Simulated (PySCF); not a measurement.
# Ir3 (Ir3-): the cost of one run

Computed with PySCF 2.14.0. Level: TPSS, Ir def2-SVP with ECP60; scalar-relativistic core potentials, no spin–orbit coupling.

4 further runs of the same task are left out: 2 for a known fault of the program, 1 that didn't finish, 1 set aside as unsound or not needed.

### 1 The system as given

3 atoms, charge -1, spin multiplicity 3.

Bond lengths: Ir1–Ir2 2.366 Å, Ir1–Ir3 2.397 Å, Ir2–Ir3 2.475 Å. Angles: Ir2–Ir1–Ir3 62.6°, Ir1–Ir2–Ir3 59.3°, Ir1–Ir3–Ir2 58.1°.

Coordinates:

```xyz
3
Ir3
Ir    1.3566    0.0101    0.0000
Ir   -0.6696    1.2322    0.0000
Ir   -0.6870   -1.2424    0.0000
```

An earlier session relaxed this geometry at TPSS, Ir def2-SVP with ECP60 (triplet, point group Cs).

Its energy there is -312.978265 Eh.

### 2 Atoms moved at random, σ = 0.1 Å

Contents of run.py (the lines that set the calculation):

```python
mol = gto.M(atom='''
Ir     1.39247     0.04613     0.14935
Ir    -0.64340     1.23006    -0.08648
Ir    -0.74907    -1.27618    -0.06288''',
    basis={'Ir': 'def2-SVP'},
    ecp={'Ir': 'def2-SVP'},
    charge=-1, spin=2)
mf = dft.UKS(mol, xc='TPSS')
mf.grids.atom_grid = (50, 194)
mf = mf.density_fit()  # fitting sets: Ir def2-universal-JKFIT
mf.conv_tol = 1e-08; mf.max_cycle = 55
mf.kernel(dm0)  # dm0: the density of the relaxed state
```

Launch:

```
> OMP_NUM_THREADS=2 python run.py
```

**Question.** How long does this run take on 2 threads of Arm Neoverse V1, shared host?

About 76 s.
